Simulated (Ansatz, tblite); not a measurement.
# GeF2H2 (GeH2F2): a ladder of methods and basis sets

Aim: run the singlet of GeF2H2 (GeH2F2) at one geometry on many levels, and compare frontier levels, spin and run time.

Method: as each input shows; program: Ansatz 0.2.0, Gaussian basis.

The runs, in order: GFN1-xTB, GFN2-xTB, PBE-D4/def2-TZVP, r2SCAN-D4/def2-TZVP, B3LYP-D4/def2-TZVP, ωB97X-V/def2-TZVP, HF/def2-TZVP, B2PLYP/def2-TZVP, r2SCAN0-D4/def2-TZVP, HSE06-D4/def2-TZVP, BLYP-D4/def2-TZVP, LC-ωPBE(0.10)/def2-TZVP, LC-ωPBE(0.15)/def2-TZVP, LC-ωPBE(0.20)/def2-TZVP, LC-ωPBE(0.30)/def2-TZVP, PBE-D4/def2-SVP, PBE0-D4/def2-SVP, HF/STO-3G, HF/6-31G, B3LYP-D4/6-31G, PBE0-D4/def2-TZVPD, PBE-D4/def2-TZVPD, r2SCAN-D4/def2-TZVPD, CCSD(T)/def2-TZVPP, MP2/def2-TZVP, RPA/def2-TZVP.

**1. The structure**

The singlet was relaxed beforehand with r2SCAN-D4/def2-TZVP.

5 atoms, charge 0, spin multiplicity 1.

Bond lengths: Ge1–F2 1.726 Å, Ge1–F3 1.726 Å, Ge1–H4 1.525 Å, Ge1–H5 1.525 Å. Angles: F2–Ge1–F3 104.6°, F2–Ge1–H4 107.9°, F2–Ge1–H5 107.9°, F3–Ge1–H4 107.9°, F3–Ge1–H5 107.9°, H4–Ge1–H5 119.5°.

PBE0-D4/def2-TZVP was run before; its log isn't repeated, and its numbers join the tables.

**2. GFN1-xTB**

Tight binding, by tblite at 300 K electronic temperature and without a spin-polarisation term:

```python
tblite.interface.Calculator('GFN1-xTB', numbers, positions, charge=0, uhf=0).singlepoint()
```

Energy -355.5859 eV, HOMO -13.37 eV, LUMO -6.97 eV; 0.013 s.

**3. GFN2-xTB**

Tight binding, by tblite at 300 K electronic temperature and without a spin-polarisation term:

```python
tblite.interface.Calculator('GFN2-xTB', numbers, positions, charge=0, uhf=0).singlepoint()
```

Energy -339.9851 eV, HOMO -12.85 eV, LUMO -4.76 eV; 0.006 s.

**4. PBE-D4/def2-TZVP**

start.molden holds the orbitals of an earlier run on this state, given as this run's starting guess.

The input, in.yaml:

```yaml
crystal:
  periodic: [false, false, false]
  atoms:
    - {symbol: Ge, position_ang: [-0.093838, 0.000488, -0.065478]}
    - {symbol: F, position_ang: [-0.010056, -0.019594, 1.657993]}
    - {symbol: F, position_ang: [1.552560, 0.010820, -0.582058]}
    - {symbol: H, position_ang: [-0.727579, 1.321282, -0.489613]}
    - {symbol: H, position_ang: [-0.721097, -1.313006, -0.520844]}
basis:
  gaussian: {orbitals: def2-TZVP, initial_orbitals: start.molden}
hamiltonian: {xc: pbe, dispersion: d4}
scf: {omitted_lower_state_checks: [starts]}
output: {orbitals: {seedname: orbitals}}
```

Command:

```
> ansatz run in.yaml --threads 4 --pin off --events-out ev --progress --plain --max-ram 3916MiB
```

The runs that follow: r2SCAN-D4/def2-TZVP; B3LYP-D4/def2-TZVP; ωB97X-V/def2-TZVP; HF/def2-TZVP; B2PLYP/def2-TZVP; r2SCAN0-D4/def2-TZVP; HSE06-D4/def2-TZVP; BLYP-D4/def2-TZVP; LC-ωPBE(0.10)/def2-TZVP; LC-ωPBE(0.15)/def2-TZVP; LC-ωPBE(0.20)/def2-TZVP; LC-ωPBE(0.30)/def2-TZVP; PBE-D4/def2-SVP; PBE0-D4/def2-SVP; HF/STO-3G; HF/6-31G; B3LYP-D4/6-31G; PBE0-D4/def2-TZVPD; PBE-D4/def2-TZVPD; r2SCAN-D4/def2-TZVPD; CCSD(T)/def2-TZVPP; MP2/def2-TZVP; RPA/def2-TZVP.

Q: Predict the results of all the runs planned. Wanted: gap in def2-TZVP, named functionals and Hartree-Fock, smallest and largest; gap over the ω; correlation energy, CCSD(T)/def2-TZVPP; correlation energy, MP2/def2-TZVP; binding an atom, CCSD(T)/def2-TZVPP; PBE0 total energy, smallest basis above largest.

The runs gave:

```
                                                                  quantity                             value
gap in def2-TZVP, named functionals and Hartree-Fock, smallest and largest   7.55 eV (PBE-D4), 16.94 eV (HF)
                                                   gap over the ω (1/bohr)  10.43 eV at 0.1, 14.08 eV at 0.3
                                    correlation energy, CCSD(T)/def2-TZVPP                         -21.35 eV
                                         correlation energy, MP2/def2-TZVP                         -20.43 eV
                                       binding an atom, CCSD(T)/def2-TZVPP                          3.239 eV
                           PBE0 total energy, smallest basis above largest   14.19 eV (def2-SVP, def2-TZVPD)
```

What this shows: Over the named functionals and Hartree-Fock in def2-TZVP the gap runs from 7.55 eV (PBE-D4) to 16.94 eV (HF); exact exchange widens it. Raising the ω (1/bohr) from 0.1 to 0.3 moves the HOMO by -2.16 eV and the LUMO by +1.49 eV. A small miss in a minimal or small basis is a cancelling of errors, not accuracy. The functionals in def2-TZVP miss CCSD(T)/def2-TZVPP by -0.051 (r2SCAN0-D4) to +0.064 eV (ωB97X-V) an atom. CCSD(T)/def2-TZVPP isn't at the basis-set limit; small misses against it rank nothing.
